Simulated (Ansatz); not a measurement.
# Cd3Se2S: the cost of one run

Program: Ansatz 0.2.0. Level of theory: DFT PBE, scalar-relativistic, plane waves, PAW. These are calculated values, not measurements.

## Step 1: Starting point

The structure is hexagonal, space group P6_3mc (No. 186). The conventional cell has a = 4.160 Å, b = 4.160 Å, c = 20.297 Å, α = 90.00°, β = 90.00°, γ = 120.00°. Cd (site symmetry 3m) has 4 Se at 2.54 to 2.55 Å as nearest neighbours. Around Cd (site symmetry 3m) lie 3 S at 2.54 Å and 1 Se at 2.55 Å. Cd (site symmetry 3m) is surrounded by 3 Se at 2.54 Å and 1 S at 2.55 Å. Around Se (site symmetry 3m) lie 4 Cd at 2.54 to 2.55 Å. Around S (site symmetry 3m) lie 4 Cd at 2.54 to 2.55 Å.

As a file:

```
Cd Se S
1.0
     4.16028    0.00000    0.00000
    -2.08014    3.60291    0.00000
     0.00000    0.00000   20.29709
Cd Se S
6 4 2
Direct
  0.66667 0.33333 0.16674
  0.66667 0.33333 0.50007
  0.66667 0.33333 0.83341
  0.33333 0.66667 0.00007
  0.33333 0.66667 0.33341
  0.33333 0.66667 0.66674
  0.66667 0.33333 0.29226
  0.66667 0.33333 0.62559
  0.33333 0.66667 0.12559
  0.33333 0.66667 0.79226
  0.66667 0.33333 0.95893
  0.33333 0.66667 0.45893
```

The start is an ordering of an alloy on its end members' structure types: elements ordered on the sites of the CdS type, S/Se on S (P6_3mc, No. 186).

## Step 2: Probe: one point on a coarse mesh

input.yaml reads:

```yaml
crystal:
  lattice:
    - [4.16027781, 0.0, 0.0]
    - [-2.08013891, 3.60290627, 0.0]
    - [0.0, 0.0, 20.29708855]
  atoms:
    - { symbol: Cd, position: [0.66666667, 0.33333333, 0.16674145] }
    - { symbol: Cd, position: [0.66666667, 0.33333333, 0.50007478] }
    - { symbol: Cd, position: [0.66666667, 0.33333333, 0.83340812] }
    - { symbol: Cd, position: [0.33333333, 0.66666667, 7.478e-05] }
    - { symbol: Cd, position: [0.33333333, 0.66666667, 0.33340812] }
    - { symbol: Cd, position: [0.33333333, 0.66666667, 0.66674145] }
    - { symbol: Se, position: [0.66666667, 0.33333333, 0.29225854] }
    - { symbol: Se, position: [0.66666667, 0.33333333, 0.62559187] }
    - { symbol: Se, position: [0.33333333, 0.66666667, 0.12559187] }
    - { symbol: Se, position: [0.33333333, 0.66666667, 0.79225854] }
    - { symbol: S, position: [0.66666667, 0.33333333, 0.95892521] }
    - { symbol: S, position: [0.33333333, 0.66666667, 0.45892521] }
basis:
  ecutwfc: 420
kpoints:
  mp_grid: { grid: [6, 6, 1] }
hamiltonian:
  xc: pbe
scf:
  occupations: { method: gaussian, width: 0.1 }
  lower_state_search: "off"
output:
  forces: true
  stress: true
  eigenvalues: true
```

The run is started by

```console
$ ansatz run input.yaml --threads 1 --pin off --max-ram 2560MiB --backend cpu --events-out ev --progress --plain --runs-dir out
```

**Question.** How long does this run take on 1 thread of Intel Xeon at 2.70GHz, shared host, and how much memory does it need?

About 26 s, with a peak of 0.65 GiB.
